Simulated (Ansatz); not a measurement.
**ReBi (zincblende): equation of state and elastic constants**

One table from this session's results is given with a row withheld; the runs are named, their logs left out.

Program: Ansatz 0.2.0. Level of theory: DFT PBEsol, scalar-relativistic, plane waves, PAW. These are calculated values, not measurements.

1 further run of the same task is left out (set aside as unsound or not needed).

**The structure to begin with**

Symmetry: F-43m, No. 216, cubic system. Conventional cell: a = 6.135 Å, b = 6.135 Å, c = 6.135 Å, α = 90.00°, β = 90.00°, γ = 90.00°. Re (site symmetry -43m) is surrounded by 4 Bi at 2.66 Å. Around Bi (site symmetry -43m) lie 4 Re at 2.66 Å.

Structure file:

```cif
data_structure
_symmetry_space_group_name_H-M 'P 1'
_symmetry_Int_Tables_number 1
_cell_length_a 4.3384
_cell_length_b 4.3384
_cell_length_c 4.3384
_cell_angle_alpha 60.000
_cell_angle_beta 60.000
_cell_angle_gamma 60.000
_cell_volume 57.74
loop_
_atom_site_label
_atom_site_type_symbol
_atom_site_fract_x
_atom_site_fract_y
_atom_site_fract_z
_atom_site_occupancy
Re1 Re 0.00000 0.00000 0.00000 1
Bi1 Bi 0.25000 0.25000 0.25000 1
```

An earlier run at PBEsol left this cell at 28.870 Å³/atom and -0.08 GPa (10×10×10 mesh).

Volume factors to run: 0.980, 1.020, 0.960, 1.040.

Set-up of the first run:

Input file input.yaml:

```yaml
crystal:
  lattice:
    - [0.0, 3.0471312303, 3.0471312303]
    - [3.0471312303, 0.0, 3.0471312303]
    - [3.0471312303, 3.0471312303, 0.0]
  atoms:
    - { symbol: Re, position: [0.0, 0.0, 0.0] }
    - { symbol: Bi, position: [0.25, 0.25, 0.25] }
basis:
  ecutwfc: 420
  ecutrho_ratio: 4
kpoints:
  mp_grid: { grid: [10, 10, 10] }
hamiltonian:
  xc: pbesol
scf:
  occupations: { method: gaussian, width: 0.05 }
output:
  forces: true
  stress: true
  eigenvalues: true
```

Run with:

```console
ansatz run input.yaml --threads 4 --pin off --max-ram 4096MiB --backend cpu --events-out ev --progress --plain --runs-dir out
```

Steps of the session up to this table: Scaling the volume by 0.980; Scaling the volume by 1.020; At 0.960 of the relaxed volume; Scaling the volume by 1.040.

One table of the session follows, with a row left open; its other results are not shown here.

It belongs to the step «The fit». 

| volume (Å³/atom) | energy (meV/atom) | pressure (GPa) |
| --- | --- | --- |
| 27.715 | 13.21 | 3.96 |
| 28.293 | ? | ? |
| 28.870 | 0.00 | -0.08 |
| 29.447 | 3.49 | -1.78 |
| 30.025 | 12.75 | -3.31 |

**Question.** Estimate the row for volume (Å³/atom) = 28.293.

Worked estimate for «energy (meV/atom)». A straight line through the neighbours (27.715, 13.21) and (28.870, 0.00) gives 13.21 + (0.00 − 13.21) × (28.293 − 27.715) / (28.870 − 27.715) = 6.60; a parabola fitted to 3 rows on both sides gives 3.23.

As computed: energy (meV/atom): 2.99; pressure (GPa): 1.83. In «energy (meV/atom)» the line misses by +3.61 and the parabola by +0.24.
